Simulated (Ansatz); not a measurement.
# Ta2N: the cost of one run

Method: DFT PBEsol, scalar-relativistic, plane waves, PAW, in Ansatz 0.2.0.

41 further runs of the same task are left out: 1 that didn't finish, 40 set aside as unsound or not needed. Runs told in other sessions of the task aren't counted.

## 1. Starting point

Symmetry: P-3m1, No. 164, trigonal system. The conventional cell has a = 3.078 Å, b = 3.078 Å, c = 4.824 Å, α = 90.00°, β = 90.00°, γ = 120.00°. Ta (site symmetry 3m) has 3 N at 2.16 Å in its first shell of neighbours. N (site symmetry -3m) is surrounded by 6 Ta at 2.16 Å.

Coordinates:

```xyz
3
Lattice="3.0783 0.0000 0.0000 -1.5391 2.6659 0.0000 0.0000 0.0000 4.8239" Properties=species:S:1:pos:R:3 pbc="T T T"
Ta    1.5391    0.8886    3.6004
Ta    0.0000    1.7772    1.2235
N     0.0000    0.0000    0.0000
```

It goes back to an entry of the Materials Project, which need not be the stable form.

This cell was relaxed beforehand with the same method: volume 13.20 Å³/atom, gap on the mesh none (metal).

## 2. Plan of the line

The energy is mapped over volume and the cell's shape.

The axes are (1) volume per atom: 9 values from 12.140 to 14.251 Å³; (2) c/a of the conventional cell: 9 values from 1.389 to 1.768.

Nothing else is relaxed (fractional coordinates fixed). Energies count from the relaxed crystal. Points are written as (first, second).

## 3. Point (12.140 Å³, 1.615)

File input.yaml:

```yaml
crystal:
  lattice:
    - [2.9639437971, 0.0, 0.0]
    - [-1.4819718986, 2.5668506237, 0.0]
    - [0.0, 0.0, 4.7870656267]
  atoms:
    - { symbol: Ta, position: [0.6666666667, 0.3333333333, 0.7463700642] }
    - { symbol: Ta, position: [0.3333333333, 0.6666666667, 0.2536299358] }
    - { symbol: "N", position: [0.0, 0.0, 0.0] }
basis:
  ecutwfc: 520.0
kpoints:
  mp_grid: { grid: [18, 18, 10] }
hamiltonian:
  xc: pbesol
  pseudopotentials: { kind: paw, azcp: { folder: soft_1 } }
scf:
  occupations: { method: gaussian, width: 0.15 }
output:
  forces: true
  stress: true
  eigenvalues: true
```

The run is started by

```bash
$ ansatz run input.yaml --threads 2 --pin off --max-ram 4096MiB --backend cpu --events-out ev --progress --plain --runs-dir out
```

What time and memory should one allow on 2 threads of Intel Xeon 6975P-C (Granite Rapids), shared host?

About 6.1 s, with a peak of 0.57 GiB.
